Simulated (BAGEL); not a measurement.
**InPH6 (SMILES [PH3+][InH3-]), step by step**

Aim: a single-point energy (HF/x2c-SVPall), then the energy (NEVPT2(2,2)/x2c-SVPall) of InPH6. 

The calculation is run with BAGEL 1.2.2.

1 further run of the same task is left out (set aside as unsound or not needed).

### Step 1. Starting point

InPH6 has 8 atoms, charge 0, and is taken as a singlet. As SMILES, `[PH3+][InH3-]`. The P1–H3 distance was set to 2.258 Å, away from the relaxed value. At this shape a bond of the SMILES string is far longer than usual.

Bond lengths: P1–In2 2.782 Å, P1–H4 1.411 Å, P1–H5 1.411 Å, In2–H6 1.731 Å, In2–H7 1.731 Å, In2–H8 1.731 Å. Angles: P1–In2–H6 95.3°, P1–In2–H7 95.1°, P1–In2–H8 95.2°, In2–P1–H4 119.6°, In2–P1–H5 119.7°, H6–In2–H7 119.2°, H6–In2–H8 119.2°, H7–In2–H8 119.2°, H4–P1–H5 97.6°.

### Step 2. The energy at HF/x2c-SVPall (DKH2, density fitting with AutoAux) (run 1)

Input file input.json:

```json
{ "bagel" : [

{
  "title" : "molecule",
  "basis" : "x2c-svpall.json",
  "df_basis" : "x2c-svpall-autoaux.json",
  "angstrom" : false,
  "dkh" : true,
  "geometry" : [
    { "atom" : "P", "xyz" : [     0.47088196,     0.27679952,    -1.94543525 ] },
    { "atom" : "In", "xyz" : [     3.14541134,    -0.03028097,     2.56987635 ] },
    { "atom" : "H", "xyz" : [    -3.77472793,    -0.14588686,    -1.93092215 ] },
    { "atom" : "H", "xyz" : [     0.98942280,    -1.45853598,    -3.90224665 ] },
    { "atom" : "H", "xyz" : [     0.59654874,     2.50270793,    -3.40846122 ] },
    { "atom" : "H", "xyz" : [     1.63608708,     2.50327484,     3.98547019 ] },
    { "atom" : "H", "xyz" : [     6.08223471,     0.42438713,     1.20190361 ] },
    { "atom" : "H", "xyz" : [     2.17295828,    -3.07066133,     3.28608255 ] }
  ]
},

{
  "title" : "hf"
},

{
  "title" : "print",
  "file" : "orbitals.molden",
  "orbitals" : true
}

]}
```

The basis set x2c-SVPall is read from a file made from the Basis Set Exchange's data (not shown).

The run is started by

```console
$ BAGEL_NUM_THREADS=1 BAGEL input.json > input.out
```

The program printed:

```text
* using 1 threads per process

  ===============================================================
  ===============================================================

  *** Geometry ***

  { "atom" : "P", "xyz" : [      0.470882,      0.276800,     -1.945435 ] },
  { "atom" : "In", "xyz" : [      3.145411,     -0.030281,      2.569876 ] },
  { "atom" : "H", "xyz" : [     -3.774728,     -0.145887,     -1.930922 ] },
  { "atom" : "H", "xyz" : [      0.989423,     -1.458536,     -3.902247 ] },
  { "atom" : "H", "xyz" : [      0.596549,      2.502708,     -3.408461 ] },
  { "atom" : "H", "xyz" : [      1.636087,      2.503275,      3.985470 ] },
  { "atom" : "H", "xyz" : [      6.082235,      0.424387,      1.201904 ] },
  { "atom" : "H", "xyz" : [      2.172958,     -3.070661,      3.286083 ] },

  Number of auxiliary basis functions:      647

  Since a DF basis is specified, we compute 2- and 3-index integrals:
    o Being stored without compression. Storage requirement is 0.037 GB

  Number of basis functions:       84
  Number of electrons      :       70

    * METHOD: MOLECULE                             0.39

  *** RHF ***

  === Nuclear Repulsion ===
   228.7481278169

      * DIIS with orbital gradients will be used.

  === RHF iteration (x2c-svpall.json) ===
      0      -6220.88872291          0.00600150           0.14
      1      -6220.92544717          0.00171478           0.14
      2      -6220.92873509          0.00058550           0.14
      3      -6220.92908110          0.00008715           0.14
      4      -6220.92909225          0.00002396           0.14
      5      -6220.92909335          0.00000578           0.14
      6      -6220.92909341          0.00000187           0.14
      7      -6220.92909342          0.00000069           0.14
      8      -6220.92909342          0.00000022           0.14
      9      -6220.92909342          0.00000005           0.14
     10      -6220.92909342          0.00000002           0.14
     11      -6220.92909342          0.00000001           0.14
    * SCF iteration converged.

    * Permanent dipole moment:
           (    0.410659,    -0.122572,     1.291280) a.u.

    * METHOD: HF                                   2.13

    * METHOD: PRINT                                0.02

  ===============================================================
```

It took 2.7 s on 1 thread of Arm Neoverse V1, shared host; peak memory 0.17 GiB.

### Step 3. The energy at NEVPT2(2,2)/x2c-SVPall (DKH2, density fitting with AutoAux) (run 2)

Input file nevpt2.json:

```json
{ "bagel": [

{
  "title": "molecule",
  "basis": "x2c-svpall.json",
  "df_basis": "x2c-svpall-autoaux.json",
  "angstrom": "false",
  "dkh": "true",
  "geometry": [
    { "atom": "P", "xyz": [  0.47088196,  0.27679952, -1.94543525 ] },
    { "atom": "In", "xyz": [  3.14541134, -0.03028097,  2.56987635 ] },
    { "atom": "H", "xyz": [ -3.77472793, -0.14588686, -1.93092215 ] },
    { "atom": "H", "xyz": [  0.98942280, -1.45853598, -3.90224665 ] },
    { "atom": "H", "xyz": [  0.59654874,  2.50270793, -3.40846122 ] },
    { "atom": "H", "xyz": [  1.63608708,  2.50327484,  3.98547019 ] },
    { "atom": "H", "xyz": [  6.08223471,  0.42438713,  1.20190361 ] },
    { "atom": "H", "xyz": [  2.17295828, -3.07066133,  3.28608255 ] }
  ]
},
{
  "title": "hf"
},
{
  "title": "nevpt2",
  "nstate": 1,
  "nact": 2,
  "nclosed": 34,
  "active": [33, 36],
  "maxiter": 200,
  "natocc": "true",
  "ncore": 23
},
{
  "title": "print",
  "file": "orbitals.molden",
  "orbitals": "true"
}

]}
```

The basis set x2c-SVPall is read from a file made from the Basis Set Exchange's data (not shown).

The run is started by

```console
$ BAGEL_NUM_THREADS=1 BAGEL nevpt2.json > nevpt2.out
```

The program printed:

```text
* using 1 threads per process

  ===============================================================
  ===============================================================

  *** Geometry ***

  { "atom" : "P", "xyz" : [      0.470882,      0.276800,     -1.945435 ] },
  { "atom" : "In", "xyz" : [      3.145411,     -0.030281,      2.569876 ] },
  { "atom" : "H", "xyz" : [     -3.774728,     -0.145887,     -1.930922 ] },
  { "atom" : "H", "xyz" : [      0.989423,     -1.458536,     -3.902247 ] },
  { "atom" : "H", "xyz" : [      0.596549,      2.502708,     -3.408461 ] },
  { "atom" : "H", "xyz" : [      1.636087,      2.503275,      3.985470 ] },
  { "atom" : "H", "xyz" : [      6.082235,      0.424387,      1.201904 ] },
  { "atom" : "H", "xyz" : [      2.172958,     -3.070661,      3.286083 ] },

  Number of auxiliary basis functions:      647

  Since a DF basis is specified, we compute 2- and 3-index integrals:
    o Being stored without compression. Storage requirement is 0.037 GB

  Number of basis functions:       84
  Number of electrons      :       70

    * METHOD: MOLECULE                             0.39

  *** RHF ***

  === Nuclear Repulsion ===
   228.7481278169

      * DIIS with orbital gradients will be used.

  === RHF iteration (x2c-svpall.json) ===
      0      -6220.88872291          0.00600150           0.14
      1      -6220.92544717          0.00171478           0.14
      2      -6220.92873509          0.00058550           0.14
      3      -6220.92908110          0.00008715           0.13
      4      -6220.92909225          0.00002396           0.13
      5      -6220.92909335          0.00000578           0.14
      6      -6220.92909341          0.00000187           0.13
      7      -6220.92909342          0.00000069           0.14
      8      -6220.92909342          0.00000022           0.13
      9      -6220.92909342          0.00000005           0.14
     10      -6220.92909342          0.00000002           0.14
     11      -6220.92909342          0.00000001           0.14
    * SCF iteration converged.

    * Permanent dipole moment:
           (    0.410659,    -0.122572,     1.291280) a.u.

    * METHOD: HF                                   2.10

    * freezing 23 orbitals
  ---------------------------
      CASSCF calculation
  ---------------------------

    ==== Active orbitals : =====
         Orbital 33
         Orbital 36
    ============================

    * nstate   :      1
    * nclosed  :     34
    * nact     :      2
    * nvirt    :     48
  === CASSCF iteration (x2c-svpall.json) ===

    * Using the second-order algorithm

      0  0     -6220.93857946     1.43e-03      0.03

      1  0     -6220.96606020     2.27e-03      0.60

      2  0     -6220.97389303     5.05e-04      0.65

      3  0     -6220.97416666     1.34e-04      0.66

      4  0     -6220.97417836     3.35e-05      0.65

      5  0     -6220.97417897     8.11e-06      0.66

      6  0     -6220.97417900     1.94e-06      0.65

      7  0     -6220.97417900     4.62e-07      0.66

      8  0     -6220.97417900     1.10e-07      0.62

      9  0     -6220.97417900     2.60e-08      0.60

     10  0     -6220.97417900     6.18e-09      0.52

    * Second-order optimization converged. *

     guess   0:   closed 1.                   open ..

  === FCI iteration ===

      0  0     -6220.92657452     7.37e-02      0.00
      1  0     -6220.97407718     3.14e-03      0.00
      2  0 *   -6220.97417900     5.88e-16      0.00

     * ci vector, state   0, <S^2> = 0.0000
       2.     0.9515689835
       .2    -0.3074353095

  === DF-NEVPT2 calculation ===

    * 3-index integral transformation done
    * assembly done

      NEVPT2 correlation energy:   -0.2420435035      0.12

          (+0)     -0.1820329130
          (+0)'    -0.0307408266
          (+1)     -0.0064905798
          (+1)'    -0.0000026191
          (+2)     -0.0003893087
          (-1)     -0.0197455280
          (-1)'    -0.0000118324
          (-2)     -0.0026298960

      NEVPT2 total energy:       -6221.2162225044

    * METHOD: NEVPT2                               7.10

    * METHOD: PRINT                                0.02

  ===============================================================
```

Wall time 9.9 s (1 thread of Arm Neoverse V1, shared host); peak memory 0.18 GiB.

### Step 4. Summary of results

| quantity | value |
| --- | --- |
| run 1, HF/x2c-SVPall: total energy | -6220.92909 Eh |
| run 1, HF/x2c-SVPall: dipole moment | 3.46 D |
| run 1, HF/x2c-SVPall: HOMO energy | -10.48 eV |
| run 1, HF/x2c-SVPall: LUMO energy | -0.28 eV |
| run 1, HF/x2c-SVPall: HOMO–LUMO gap | 10.20 eV |
| run 2, NEVPT2(2,2)/x2c-SVPall: total energy | -6221.21622 Eh |

**Reading.** One bond (run 1, HF/x2c-SVPall) is far stretched, which a spin-restricted single reference describes badly; a broken-symmetry solution may lie lower.
